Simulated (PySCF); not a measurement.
# GeF2 (SMILES [F][Ge][F]) at CCSDT/STO-3G

What is the vertical ionisation energy of GeF2 at CCSDT/STO-3G? Input form: a Python script.

The calculation is run with PySCF 2.14.0.

6 further runs of the same task are left out: 6 set aside as unsound or not needed.

## (1) The system as given

The species is GeF2 (3 atoms), meant as a singlet with charge 0. SMILES: `[F][Ge][F]`. The shape comes from GFN2-xTB, which is rough for such elements, and wasn't checked as a minimum.

Bond lengths: Ge1–F2 1.800 Å, Ge1–F3 1.798 Å. Angles: F2–Ge1–F3 94.7°.

## (2) The energy at CCSDT/STO-3G

input.xyz reads:

```xyz
3

Ge     0.004500    -0.007920    -0.812340
F      1.320810    -0.018750     0.415140
F     -1.325320     0.026670     0.397200
```

run.py reads:

```python
from pyscf import gto, scf, cc

mol = gto.M(
    atom='input.xyz',
    verbose=3,
    max_memory=1860,
    basis='sto-3g',
)

mf = scf.RHF(mol)
mf.conv_tol = 1e-10
mf.kernel()
if not mf.converged:
    mf = mf.newton().run(mf.mo_coeff, mf.mo_occ)

mycc = cc.CCSDT(mf, frozen=11)
mycc.kernel()
energy = mycc.e_tot
print('E = %.10f Eh' % energy)
```

The run is started by

```console
$ OMP_NUM_THREADS=1 python run.py
```

Output:

```text
converged SCF energy = -2247.80763756089
_make_eris_incore_RCCSDT

WARN: A large `blksize` is being used, which may cause large memory consumption
      for storing contraction intermediates. If memory is sufficient, consider using
      `pyscf.cc.rccsdt_highm.RCCSDT` instead.

RCCSDT converged
E(RCCSDT) = -2247.91270406159   E_corr = -0.1050665007006601
E_corr(same-spin) = -0.0216435277145546
E_corr(oppo-spin) = -0.0834229729861055
E = -2247.9127040616 Eh
```

Run time: 1.3 s. Hardware: 1 thread of AMD EPYC 9R45 (Zen 5), shared host; peak memory 0.11 GiB.

## (3) The doublet cation

input.py reads:

```python
from pyscf import gto, cc

molecule = gto.M(
    atom='Ge 0.004500 -0.007920 -0.812340; F 1.320810 -0.018750 0.415140; F -1.325320 0.026670 0.397200',
    charge=1,
    spin=1,
    max_memory=1860,
    basis='sto-3g',
    verbose=4,
)

myscf = molecule.UHF()
myscf.conv_tol = 1e-10
myscf.kernel()
if not myscf.converged:
    myscf = myscf.newton().run(myscf.mo_coeff, myscf.mo_occ)

mycc = cc.CCSDT(myscf, frozen=11)
mycc.kernel()
energy = mycc.e_tot
print('E(%s) = %.9f' % ('CCSDT', energy))
```

The run is started by

```console
$ OMP_NUM_THREADS=1 python input.py
```

Output:

```text
PySCF version 2.14.0

[INPUT] num. atoms = 3
[INPUT] num. electrons = 49
[INPUT] charge = 1
[INPUT] spin (= nelec alpha-beta = 2S) = 1
[INPUT] symmetry False subgroup None
[INPUT] Mole.unit = angstrom
[INPUT] Symbol           X                Y                Z      unit          X                Y                Z       unit  Magmom
[INPUT]  1 Ge     0.004500000000  -0.007920000000  -0.812340000000 AA    0.008503767561  -0.014966630907  -1.535100120029 Bohr   0.0
[INPUT]  2 F      1.320810000000  -0.018750000000   0.415140000000 AA    2.495969162587  -0.035432364836   0.784500903352 Bohr   0.0
[INPUT]  3 F     -1.325320000000   0.026670000000   0.397200000000 AA   -2.504491827409   0.050398995742   0.750599216677 Bohr   0.0

nuclear repulsion = 185.635829658729
number of shells = 14
number of NR pGTOs = 84
number of NR cGTOs = 28
basis = sto-3g
ecp = {}

******** <class 'pyscf.scf.uhf.UHF'> ********
method = UHF
initial guess = minao
damping factor = 0
level_shift factor = 0
DIIS = <class 'pyscf.scf.diis.CDIIS'>
diis_start_cycle = 1
diis_space = 8
diis_damp = 0
SCF conv_tol = 1e-10
SCF conv_tol_grad = None
SCF max_cycles = 50
direct_scf = True
direct_scf_tol = 1e-13
number electrons alpha = 25  beta = 24
Set gradient conv threshold to 1e-05
init E= -2244.67791704713
[... the frontier-level lines of each cycle are left out ...]

cycle= 1 E= -2247.43892851097  delta_E= -2.76  |g|= 0.322  |ddm|= 1.57
cycle= 2 E= -2247.52873623526  delta_E= -0.0898  |g|= 0.169  |ddm|= 0.794
cycle= 3 E= -2247.55439945667  delta_E= -0.0257  |g|= 0.0431  |ddm|= 0.26
cycle= 4 E= -2247.55868848677  delta_E= -0.00429  |g|= 0.0226  |ddm|= 0.128
cycle= 5 E= -2247.56071647194  delta_E= -0.00203  |g|= 0.0137  |ddm|= 0.108
cycle= 6 E= -2247.56197668251  delta_E= -0.00126  |g|= 0.00775  |ddm|= 0.107
cycle= 7 E= -2247.56247571915  delta_E= -0.000499  |g|= 0.00349  |ddm|= 0.095
cycle= 8 E= -2247.5625236269  delta_E= -4.79e-05  |g|= 0.00226  |ddm|= 0.015
cycle= 9 E= -2247.56256713351  delta_E= -4.35e-05  |g|= 0.00124  |ddm|= 0.029
cycle= 10 E= -2247.5625750487  delta_E= -7.92e-06  |g|= 0.00043  |ddm|= 0.00994
cycle= 11 E= -2247.56257620755  delta_E= -1.16e-06  |g|= 0.000195  |ddm|= 0.00482
cycle= 12 E= -2247.56257638188  delta_E= -1.74e-07  |g|= 0.000182  |ddm|= 0.000877
cycle= 13 E= -2247.56257650705  delta_E= -1.25e-07  |g|= 0.000175  |ddm|= 0.000606
cycle= 14 E= -2247.56257745483  delta_E= -9.48e-07  |g|= 0.000152  |ddm|= 0.00508
cycle= 15 E= -2247.56257892839  delta_E= -1.47e-06  |g|= 9.59e-05  |ddm|= 0.0111
cycle= 16 E= -2247.56257943836  delta_E= -5.1e-07  |g|= 6.68e-05  |ddm|= 0.00708
cycle= 17 E= -2247.56257956327  delta_E= -1.25e-07  |g|= 5.04e-05  |ddm|= 0.00296
cycle= 18 E= -2247.56257964058  delta_E= -7.73e-08  |g|= 2.1e-05  |ddm|= 0.00339
cycle= 19 E= -2247.56257964771  delta_E= -7.12e-09  |g|= 4.67e-06  |ddm|= 0.00111
cycle= 20 E= -2247.56257964783  delta_E= -1.22e-10  |g|= 2.7e-06  |ddm|= 5.17e-05
cycle= 21 E= -2247.5625796479  delta_E= -7e-11  |g|= 1.04e-06  |ddm|= 4.06e-05
Extra cycle  E= -2247.5625796479  delta_E= -1.82e-12  |g|= 7.68e-07  |ddm|= 2.27e-06
converged SCF energy = -2247.5625796479  <S^2> = 0.86514205  2S+1 = 2.1120057

******** <class 'pyscf.cc.uccsdt.UCCSDT'> ********
UCCSDT nocc = (np.int64(14), np.int64(13)), nmo = (17, 17)
Allocating only the i<=j<=k part of the T3 amplitude in memory
frozen orbitals 11
max_cycle = 50
conv_tol = 1e-07
conv_tol_normt = 1e-06
diis with the T3 amplitude
diis_space = 6
diis_start_cycle = 0
diis_start_energy_diff = 1e+09
einsum_backend: numpy
_make_eris_incore_UCCSDT
blksize_o_aaa     8    blksize_v_aaa     4
blksize_o_aab     8    blksize_v_aab     4

WARN: A large `blksize_v_aaa` is being used, which may cause large memory consumption
      for storing contraction intermediates. If memory is sufficient, consider using
      `pyscf.cc.uccsdt_highm.UCCSDT` instead.

WARN: A large `blksize_v_aab` is being used, which may cause large memory consumption
      for storing contraction intermediates. If memory is sufficient, consider using
      `pyscf.cc.uccsdt_highm.UCCSDT` instead.

Approximate memory usage estimate
    T3 memory                 276 KB
    R3 memory                 276 KB
    Block workspace           784 KB
Init t2, MP2 energy = -0.0759639651122587
Init E_corr(UCCSDT) = -0.0759639651131352
cycle =  1  E_corr(UCCSDT) = -0.084736872521  dE = -8.772907407992e-03  norm(d tamps) = 1.62800674e-01
cycle =  2  E_corr(UCCSDT) = -0.109812791725  dE = -2.507591920363e-02  norm(d tamps) = 1.36859274e-01
cycle =  3  E_corr(UCCSDT) = -0.107986840225  dE =  1.825951499754e-03  norm(d tamps) = 1.11012271e-01
cycle =  4  E_corr(UCCSDT) = -0.124121692670  dE = -1.613485244527e-02  norm(d tamps) = 4.89311540e-02
cycle =  5  E_corr(UCCSDT) = -0.126171586766  dE = -2.049894096087e-03  norm(d tamps) = 1.95804990e-02
cycle =  6  E_corr(UCCSDT) = -0.125466192434  dE =  7.053943321161e-04  norm(d tamps) = 1.07867440e-02
cycle =  7  E_corr(UCCSDT) = -0.125824910774  dE = -3.587183402340e-04  norm(d tamps) = 6.32903035e-03
cycle =  8  E_corr(UCCSDT) = -0.126167064169  dE = -3.421533949522e-04  norm(d tamps) = 3.54562798e-03
cycle =  9  E_corr(UCCSDT) = -0.126183857020  dE = -1.679285031669e-05  norm(d tamps) = 2.41505439e-03
cycle = 10  E_corr(UCCSDT) = -0.126326489377  dE = -1.426323569139e-04  norm(d tamps) = 1.65510313e-03
cycle = 11  E_corr(UCCSDT) = -0.126279621613  dE =  4.686776408247e-05  norm(d tamps) = 1.08229017e-03
cycle = 12  E_corr(UCCSDT) = -0.126258381009  dE =  2.124060327888e-05  norm(d tamps) = 7.59414608e-04
cycle = 13  E_corr(UCCSDT) = -0.126239895118  dE =  1.848589083678e-05  norm(d tamps) = 5.50408134e-04
cycle = 14  E_corr(UCCSDT) = -0.126232068468  dE =  7.826650355008e-06  norm(d tamps) = 3.85897866e-04
cycle = 15  E_corr(UCCSDT) = -0.126237160242  dE = -5.091774072735e-06  norm(d tamps) = 2.96722564e-04
cycle = 16  E_corr(UCCSDT) = -0.126249918455  dE = -1.275821262722e-05  norm(d tamps) = 1.94710777e-04
cycle = 17  E_corr(UCCSDT) = -0.126255138021  dE = -5.219566123454e-06  norm(d tamps) = 1.39353898e-04
cycle = 18  E_corr(UCCSDT) = -0.126265271086  dE = -1.013306459910e-05  norm(d tamps) = 1.05206681e-04
cycle = 19  E_corr(UCCSDT) = -0.126267873410  dE = -2.602324761791e-06  norm(d tamps) = 7.21527684e-05
cycle = 20  E_corr(UCCSDT) = -0.126268957013  dE = -1.083603102109e-06  norm(d tamps) = 5.63201865e-05
cycle = 21  E_corr(UCCSDT) = -0.126269210328  dE = -2.533145932460e-07  norm(d tamps) = 4.52512696e-05
cycle = 22  E_corr(UCCSDT) = -0.126268660963  dE =  5.493647937116e-07  norm(d tamps) = 3.86605433e-05
cycle = 23  E_corr(UCCSDT) = -0.126267994215  dE =  6.667479006961e-07  norm(d tamps) = 3.04460882e-05
cycle = 24  E_corr(UCCSDT) = -0.126268077407  dE = -8.319137337343e-08  norm(d tamps) = 2.40414448e-05
cycle = 25  E_corr(UCCSDT) = -0.126267866177  dE =  2.112296406953e-07  norm(d tamps) = 1.94646553e-05
cycle = 26  E_corr(UCCSDT) = -0.126268376465  dE = -5.102880552277e-07  norm(d tamps) = 1.58935275e-05
cycle = 27  E_corr(UCCSDT) = -0.126268573220  dE = -1.967553723004e-07  norm(d tamps) = 1.25411139e-05
cycle = 28  E_corr(UCCSDT) = -0.126268778955  dE = -2.057342249895e-07  norm(d tamps) = 9.70077642e-06
cycle = 29  E_corr(UCCSDT) = -0.126268937743  dE = -1.587887066001e-07  norm(d tamps) = 7.74206414e-06
cycle = 30  E_corr(UCCSDT) = -0.126268950155  dE = -1.241164812593e-08  norm(d tamps) = 6.13508037e-06
cycle = 31  E_corr(UCCSDT) = -0.126268937082  dE =  1.307332697653e-08  norm(d tamps) = 4.93486124e-06
cycle = 32  E_corr(UCCSDT) = -0.126268964729  dE = -2.764766146579e-08  norm(d tamps) = 4.08887973e-06
cycle = 33  E_corr(UCCSDT) = -0.126268937742  dE =  2.698720058536e-08  norm(d tamps) = 3.47632984e-06
cycle = 34  E_corr(UCCSDT) = -0.126268973771  dE = -3.602855558338e-08  norm(d tamps) = 2.89415869e-06
cycle = 35  E_corr(UCCSDT) = -0.126268973898  dE = -1.272565941512e-10  norm(d tamps) = 2.38109724e-06
cycle = 36  E_corr(UCCSDT) = -0.126268977269  dE = -3.371383894279e-09  norm(d tamps) = 1.92867536e-06
cycle = 37  E_corr(UCCSDT) = -0.126268988006  dE = -1.073624639192e-08  norm(d tamps) = 1.63822255e-06
cycle = 38  E_corr(UCCSDT) = -0.126268991075  dE = -3.069106330189e-09  norm(d tamps) = 1.30400187e-06
cycle = 39  E_corr(UCCSDT) = -0.126268976760  dE =  1.431480686764e-08  norm(d tamps) = 1.03036229e-06
cycle = 40  E_corr(UCCSDT) = -0.126268984791  dE = -8.030682230320e-09  norm(d tamps) = 8.44652568e-07
UCCSDT converged
E(UCCSDT) = -2247.688848632691   E_corr = -0.1262689847905895
E_corr(same-spin) = -0.0306530039287576
E_corr(oppo-spin) = -0.0956159808618318
E(CCSDT) = -2247.688848633
```

Wall time 3.9 s (1 thread of AMD EPYC 9R45 (Zen 5), shared host); peak memory 0.13 GiB.

## (4) Outcome

Level: CCSDT/STO-3G, 11 core orbitals frozen.

```
                                                                  quantity           value
                                                singlet GeF2: total energy  -2247.91270 Eh
                        singlet GeF2: dipole moment (Hartree–Fock density)          1.20 D
                         singlet GeF2: HOMO energy (Hartree–Fock orbitals)        -7.18 eV
                         singlet GeF2: LUMO energy (Hartree–Fock orbitals)         4.85 eV
                       singlet GeF2: HOMO–LUMO gap (Hartree–Fock orbitals)        12.03 eV
                singlet GeF2: correlation energy (11 core orbitals frozen)      -105.1 mEh
                                               singlet GeF2: T1 diagnostic           0.025
                                              doublet cation: total energy  -2247.68885 Eh
doublet cation: HOMO energy (Hartree–Fock orbitals) (highest over α and β)       -17.31 eV
 doublet cation: LUMO energy (Hartree–Fock orbitals) (lowest over α and β)        -6.00 eV
              doublet cation: correlation energy (11 core orbitals frozen)      -126.3 mEh
                         doublet cation: ⟨S²⟩ of the reference determinant           0.865
                                             doublet cation: T1 diagnostic           0.038
                        vertical ionisation energy (to the doublet cation)        6.091 eV
```

What this shows: Removing an electron at fixed nuclei costs 6.09 eV (140 kcal/mol). In a minimal basis such a difference can be off by several eV, whatever the method. The T1 diagnostic (singlet GeF2) of 0.025 is above the customary mark for such species, so a single reference may not serve. Mulliken charges (singlet GeF2) of the mean-field density run from -0.32 on F3 to +0.63 on Ge1. ⟨S²⟩ (doublet cation) is 0.87 where a pure doublet has 0.75: the reference is spin-contaminated.
